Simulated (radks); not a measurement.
# Valence configurations of Al

An exercise on one series of results from a longer session: the logs are not shown, and one member is left open.

The numbers are computed with radks (a radial shooting solver on a logarithmic mesh, Libxc functionals) version 1 (scalar-relativistic Kohn-Sham, r2SCAN, spin-polarised, spherical densities, finite nucleus; open shells are filled with parallel spins first), except any that are marked as measured or tabulated.

## What is computed

| Property | Result |
| --- | --- |
| element | aluminium (Z = 13) |
| charge | 0 |
| electrons | 13 |
| configuration | [Ne] 3s2 3p1 |
| nuclear rms radius | 3.061 fm |
| others tried | 3s1.5 3p1.5; 3s1 3p2; 3s0.5 3p2.5; 3p3 |

The outer shells:

Al
```
[Ne] core
3s [↑↓]
3p [↑ ][  ][  ]
```

Set-up of the first run:

Input:

```text
Z 13
configuration [Ne] 3s2 3p1
relativity scalar-relativistic
functional r2scan,r2scan
spin polarised
nucleus finite rms 3.061 fm
c 137.035999084
```

Steps of the session up to this table: [Ne] 3s2 3p1.

One of the session's tables, all rows but one given; the rest of the session is left out.

Radial moments (bohr):

```
  level     <r>  outermost maximum (interpolated)  90 % within  nodes
  2s up  0.6232                             0.496        0.985      1
2s down  0.6234                             0.496        0.985      1
  2p up  0.6019                             0.429         1.02      0
2p down  0.6020                             0.430         1.02      0
  3s up   2.591                              2.12         3.98      2
3s down       ?                                 ?            ?      ?
  3p up   3.367                              2.65         5.30      1
3p down   3.241                              2.61         5.03      1
```

**Question.** Estimate the row for 3s down.

As computed: <r>: 2.548; outermost maximum (interpolated): 2.08; 90 % within: 3.90; nodes: 2. In the column «<r>» it lies between 2s down (0.6234) and 3s up (2.591).
